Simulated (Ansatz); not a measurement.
# SiGe4W: the cost of one run

Method: DFT PBE, scalar-relativistic, plane waves, PAW, in Ansatz 0.2.0.

1 further run of the same task is left out (it didn't finish).

## 1. The system as given

It takes space group P4/mmm (No. 123, tetragonal). The conventional cell has a = 3.838 Å, b = 3.838 Å, c = 6.746 Å, α = 90.00°, β = 90.00°, γ = 90.00°. Si (site symmetry 4/mmm) has 8 Ge at 3.11 Å as nearest neighbours. Ge (site symmetry mmm) is surrounded by 2 W at 1.92 Å. Ge (site symmetry 4mm) is surrounded by 1 W at 1.85 Å. W (site symmetry 4/mmm) is surrounded by 6 Ge at 1.85 to 1.92 Å.

As a file:

```
CELL_PARAMETERS angstrom
3.83828 0.00000 0.00000
0.00000 3.83828 0.00000
0.00000 0.00000 6.74602
ATOMIC_POSITIONS crystal
Si 0.50000 0.50000 0.50000
Ge 0.50000 0.00000 0.00000
Ge 0.00000 0.50000 0.00000
Ge 0.00000 0.00000 0.27370
Ge 0.00000 0.00000 0.72630
W 0.00000 0.00000 0.00000
```

Recipe of the guess: species swapped into a database cell of AlTlF4 (P4/mmm, No. 123), with W on the Al sites, Si on the Tl sites and Ge on the F sites. Lengths come from tabulated atomic sizes and are only a guess.

## 2. Probe: one point on a coarse mesh

input.yaml

```yaml
crystal:
  lattice:
    - [3.83828138, 0.0, 0.0]
    - [0.0, 3.83828138, 0.0]
    - [0.0, 0.0, 6.74602267]
  atoms:
    - { symbol: Si, position: [0.5, 0.5, 0.5] }
    - { symbol: Ge, position: [0.5, 0.0, 0.0] }
    - { symbol: Ge, position: [0.0, 0.5, 0.0] }
    - { symbol: Ge, position: [0.0, 0.0, 0.2737] }
    - { symbol: Ge, position: [0.0, 0.0, 0.7263] }
    - { symbol: W, position: [0.0, 0.0, 0.0] }
basis:
  ecutwfc: 420
kpoints:
  mp_grid: { grid: [4, 4, 4] }
hamiltonian:
  xc: pbe
scf:
  occupations: { method: gaussian, width: 0.1 }
  lower_state_search: "off"
output:
  forces: true
  stress: true
  eigenvalues: true
```

Launch:

```bash
ansatz run input.yaml --threads 1 --pin off --max-ram 2560MiB --backend cpu --events-out ev --progress --plain --runs-dir out
```

Q: Estimate wall time and peak memory on 1 thread of Intel Xeon Gold 6455B (Sapphire Rapids), shared host.

About 2.9 s, with a peak of 0.42 GiB.
